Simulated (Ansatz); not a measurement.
**Mg: single points about a listed cell**

A set of self-consistent runs on Mg under swapped elements, to map its energy surface near the listed cell.

Computed with Ansatz 0.2.0 (DFT PBEsol, scalar-relativistic, plane waves, PAW, unless a step's input says otherwise).

### 1 The system as given

The structure is monoclinic, space group C2/m (No. 12). The conventional cell has a = 6.244 Å, b = 3.609 Å, c = 9.071 Å, α = 90.00°, β = 103.42°, γ = 90.00°. Around Mg (site symmetry 2/m) lie 12 Mg at 3.60 to 3.61 Å. Mg (site symmetry m) is surrounded by 12 Mg at 3.60 to 3.61 Å.

Cell or atoms stand a little off a more symmetric structure (R-3m at a tolerance of 0.3 Å), so results at this geometry aren't those of that ideal crystal.

Structure file:

```xyz
3
Lattice="3.1222 -1.8044 0.0000 3.1222 1.8044 0.0000 -2.1057 0.0000 8.8236" Properties=species:S:1:pos:R:3 pbc="T T T"
Mg   -1.0529    0.0000    4.4118
Mg    1.0374    0.0000    1.4706
Mg    3.1012    0.0000    7.3530
```

It was made, by the change told below, from a structure of the Materials Project.

### 2 One element swapped: Sr → Mg, first probe

The structure above already holds this change against its source: Mg takes all sites of Sr, and lengths are scaled by 0.834 as a first guess of the size; strain xx, yy, zz, yz, xz, xy = +0.0, +0.0, +0.0, +0.0, +0.0, +0.0 %.

File input.yaml:

```yaml
crystal:
  lattice:
    - [3.1222036694, -1.8044270106, 0.0]
    - [3.1222036694, 1.8044270106, 0.0]
    - [-2.1057411969, 0.0, 8.8236309124]
  atoms:
    - { symbol: Mg, position: [0.0, 0.0, 0.5] }
    - { symbol: Mg, position: [0.22234435, 0.22234435, 0.16667078] }
    - { symbol: Mg, position: [0.77765565, 0.77765565, 0.83332922] }
basis:
  ecutwfc: 420
kpoints:
  mp_grid: { grid: [6, 6, 2] }
hamiltonian:
  xc: pbesol
scf:
  occupations: { method: gaussian, width: 0.1 }
output:
  forces: true
  stress: true
  eigenvalues: true
```

### 3 Substitution of an element: Sr → Mg

Edit input.yaml of step 2 so:

```diff
@@ -12,3 +12,3 @@
 kpoints:
-  mp_grid: { grid: [6, 6, 2] }
+  mp_grid: { grid: [14, 14, 6] }
 hamiltonian:
```

### 4 One element swapped, cell strained: Sr → Ba, first probe

File input.yaml:

```yaml
crystal:
  lattice:
    - [3.9878757423, -2.3073235184, 0.0397412527]
    - [3.9878757423, 2.3073235184, 0.0397412527]
    - [-2.5772732804, 0.0, 11.1570397202]
  atoms:
    - { symbol: Ba, position: [0.0, 0.0, 0.5] }
    - { symbol: Ba, position: [0.2196265004, 0.2196265004, 0.1830276919] }
    - { symbol: Ba, position: [0.7803734996, 0.7803734996, 0.8169723081] }
basis:
  ecutwfc: 420
kpoints:
  mp_grid: { grid: [4, 4, 2] }
hamiltonian:
  xc: pbesol
scf:
  occupations: { method: gaussian, width: 0.1 }
output:
  forces: true
  stress: true
  eigenvalues: true
```

### 5 Substitution of an element, cell strained: Sr → Ba

Edit input.yaml of step 4 so:

```diff
@@ -12,3 +12,3 @@
 kpoints:
-  mp_grid: { grid: [4, 4, 2] }
+  mp_grid: { grid: [10, 10, 4] }
 hamiltonian:
@@ -21 +21,2 @@
   eigenvalues: true
+  populations: true
```

Q: Predict the outcome of this session. Wanted: for each run, case; energy; pressure; largest force.

As calculated:

| step | case | energy (meV/atom) | pressure (GPa) | largest force (eV/Å) | gap on the mesh (eV) |
| --- | --- | --- | --- | --- | --- |
| 3 | substitution of an element: Sr → Mg | +0.0 | -6.4 | 0.00 | 0.00 |
| 5 | substitution of an element, cell strained: Sr → Ba | timeout |  |  |  |

Energies are counted from step 3, with the smearing taken to zero. A gap of 0.00 means none on the mesh at this level.

What this shows: 

Counted by bands, a gap of 0.02 eV stays open on the mesh in one run that reads as metallic: the smearing reaches across it.
